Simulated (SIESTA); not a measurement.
The system is Lu.

```
Lu
1.0
     3.50310    0.00000    0.00000
    -1.75155    3.03377    0.00000
     0.00000    0.00000    5.55090
Lu
2
Direct
  0.66667 0.33333 0.75000
  0.33333 0.66667 0.25000
```

- Program: SIESTA 5.4.2
- Task: single point
- Functional: PBEsol
- Potentials or basis: PseudoDojo 0.4 standard (PBEsol files)
- Basis: DZP (energy shift 0.003 Ry; two zetas on semicore shells)
- Grid cutoff: 500 Ry
- Energy shift: 0.003 Ry
- k mesh: 9 × 9 × 5
- Occupations: fermi-dirac, width 0.05 eV
- Spin: no spin polarisation

On this cell: pressure -3.7 GPa; largest force under 0.003 eV/Å; band gap on the k mesh none (metal or under the smearing width).

The same run follows on a disturbed copy (atoms moved at random, drawn with an rms of 0.05 Å):

```
Lu
1.0
     3.50310    0.00000    0.00000
    -1.75155    3.03377    0.00000
     0.00000    0.00000    5.55090
Lu
2
Direct
  0.66872 0.33408 0.75221
  0.33215 0.65927 0.24887
```

Task: What changes?

Result: The energy (extrapolated to zero smearing) moves by +0.5 meV/atom; pressure -3.7 GPa; largest force 0.085 eV/Å; band gap on the k mesh none (metal or under the smearing width).

Forces in eV/Å, atoms in the order of the input:
```
Lu   0.006 -0.032 -0.079
Lu  -0.004  0.033  0.078
```

Stress tensor (GPa, compression positive):
```
-3.42 -0.03  0.00
-0.03 -3.64  0.01
 0.00  0.01 -4.10
```

Caveats: the basis of atomic orbitals isn't converged, which shifts pressures, moduli and gaps.
